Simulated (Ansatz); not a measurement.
Working through an equation of state with a fit of Pt, space group Im-3m

With the Python package of Ansatz (0.2.0).

The cells in order, each with its output:

**Cell 1**
```python
import ansatz as az
import numpy as np
```

**Cell 2**
```python
FUNCTIONAL = "pbesol"
OCCUPATIONS = "Gaussian"
SIGMA = 0.1
MESH = (13, 13, 13)
```

**Cell 3**
```python
vectors0 = np.array([
    [-1.58422, 1.58422, 1.58422],
    [1.58422, -1.58422, 1.58422],
    [1.58422, 1.58422, -1.58422],
])
sites = [
    ("Pt", (0.0, 0.0, 0.0)),
]
```

**Cell 4**
```python
def make_crystal(cell):
    crystal = az.Crystal(lattice=az.Lattice.of(cell))
    for symbol, position in sites:
        crystal = crystal.atom(symbol, position)
    return crystal
```

**Cell 5**
```python
# uniform scaling of the cell
volumes, energies = [], []
for scale in np.linspace(0.94, 1.06, 7):
    cell = vectors0 * scale ** (1 / 3)
    setup = (
        make_crystal(cell).calculation()
        .functional(FUNCTIONAL)
        .basis(19 * az.Ha)
        .occupations(OCCUPATIONS, width=SIGMA)  # the run then minimises F = E - TS
        .kpoints(*MESH)  # the mesh must be finer for metals
    )
    data = setup.run(threads=1).report
    volumes.append(abs(np.linalg.det(cell)) / len(sites))
    energies.append(data["free_energy_ev"] / len(sites))
    print(f"V = {volumes[-1]:8.4f} A^3/atom  F = {energies[-1]:.5f} eV/atom")
```
Output:
```text
V =  14.9498 A^3/atom  F = -12383.70070 eV/atom
V =  15.2678 A^3/atom  F = -12383.70426 eV/atom
V =  15.5859 A^3/atom  F = -12383.69658 eV/atom
V =  15.9040 A^3/atom  F = -12383.67907 eV/atom
V =  16.2221 A^3/atom  F = -12383.65304 eV/atom
V =  16.5402 A^3/atom  F = -12383.61966 eV/atom
V =  16.8582 A^3/atom  F = -12383.57993 eV/atom
```

**Cell 6**
```python
# third-order Birch-Murnaghan: a cubic in V^(-2/3)
x = np.array(volumes) ** (-2 / 3)
poly = np.polynomial.Polynomial.fit(x, energies, 3).convert()
roots = poly.deriv().roots()
x0 = min((r.real for r in roots if abs(r.imag) < 1e-9 and poly.deriv(2)(r.real) > 0), key=lambda r: abs(r - x.mean()))
v0 = x0 ** -1.5
b0 = 4 / 9 * poly.deriv(2)(x0) * v0 ** (-7 / 3) * 160.21766
b1 = 4 + 2 / 3 * x0 * poly.deriv(3)(x0) / poly.deriv(2)(x0)
print(f"V0 = {v0:.4f} A^3/atom, B0 = {b0:.1f} GPa, dB/dP = {b1:.2f}")
```
Output:
```text
V0 = 15.2031 A^3/atom, B0 = 279.2 GPa, dB/dP = 5.71
```

A third-order Birch-Murnaghan fit through the 7 points has its minimum at 15.20 Å³ an atom, 4.4 % below the typed cell, with a bulk modulus of 279 GPa and dB/dP = 5.7. From that minimum the energy rises by 3.8 meV an atom on the compressed side and 124.6 meV on the expanded side. The window is off centre, so dB/dP is rough.

Notes:
- Total energies depend on the potentials; only differences at equal settings carry meaning.
- Spin is left out of this run.
- For a metal this k-point mesh is coarse: on a finer one energies can move by several to tens of meV an atom and pressures by half a GPa or more, differences at one mesh by less.
- Spin-orbit coupling, which matters for elements this heavy, is left out.
- This isn't the structure that Pt takes at ambient conditions.
- Run time: 6.7 s on 1 thread of Arm Neoverse V2, on a shared host, peak memory 0.34 GiB.
